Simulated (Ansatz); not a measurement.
**WC (singlet): wave-function methods side by side at distance W1–C2 = 1.545 Å, def2-SVP**

An exercise on one series of results from a longer session: the logs are not shown, and one member is left open.

The runs use Ansatz 0.2.0, Gaussian basis; def2-SVP, core rule «outside noble gas», up to 5 orbitals frozen.

The runs, in order: UHF; CCSD(T) on RHF; CCSD(T) on UHF; CISD; CCSDT(Q) on RHF; CCSDT(Q) on UHF; CCSDTQ on RHF; CASSCF and MRCISD+Q, 2 electrons in 2 orbitals; CASSCF and NEVPT2, 2 electrons in 2 orbitals; CASSCF and NEVPT2, 10 electrons in 10 orbitals.

10 further runs of the same task are left out: 5 for a known fault of the program, 5 that didn't finish. Runs told in other sessions of the task aren't counted.

## The geometry

The geometry derives from a PBE0/def2-TZVP stationary point (not a proven minimum). One bond is set to the value named and the two fragments are kept rigid. No spin-orbit coupling is included. Elements past krypton take def2 core potentials.

2 atoms, charge 0, spin multiplicity 1.

Atoms are counted from 1 here; the program's logs count them from 0.

Bond lengths: W1–C2 1.545 Å.

Set-up of the first run:

File in.yaml:

```yaml
crystal:
  periodic: [false, false, false]
  atoms:
    - {symbol: W, position_ang: [0.000000, 0.000000, 0.000000]}
    - {symbol: C, position_ang: [0.000000, 0.000000, 1.545000]}
basis:
  gaussian: {orbitals: def2-SVP}
magnetization: {spin_polarized: true, initial_magnetization: 0}
hamiltonian: {xc: hf}
output: {orbitals: {seedname: orbitals}}
```

Launch:

```console
$ ansatz run in.yaml --threads 1 --pin off --events-out ev --progress --plain --max-ram 2816MiB --backend cpu
```

Steps of the session up to this table: UHF; CCSD(T) on RHF; CCSD(T) on UHF; CISD; CCSDT(Q) on RHF; CCSDT(Q) on UHF; CCSDTQ on RHF; CASSCF and MRCISD+Q, 2 electrons in 2 orbitals; CASSCF and NEVPT2, 2 electrons in 2 orbitals; CASSCF and NEVPT2, 10 electrons in 10 orbitals.

One of the session's tables, all rows but one given; the rest of the session is left out.

```
        method  from RCCSDTQ (meV)
           RHF             +8525.2
          RMP2              +401.2
         RCCSD              +689.7
      RCCSD(T)              +138.7
        RCCSDT               +83.9
     RCCSDT(Q)               -24.6
       RCCSDTQ                   0
   CASSCF pair             +7887.2
   NEVPT2 pair               -12.8
   MRCISD pair                   ?
 MRCISD+Q pair              +260.5
CASSCF valence             +4272.4
NEVPT2 valence              +674.7
```

**Question.** Estimate the row for MRCISD pair.

The run gave: from RCCSDTQ (meV): +1131.9. In the column «from RCCSDTQ (meV)» it lies between RCCSD (+689.7) and CASSCF valence (+4272.4).

Caveats from the session: Left out of the table: UHF, UMP2, UCCSD, UCCSD(T), UCCSDT, UCCSDT(Q) (another determinant or state than the rows shown).
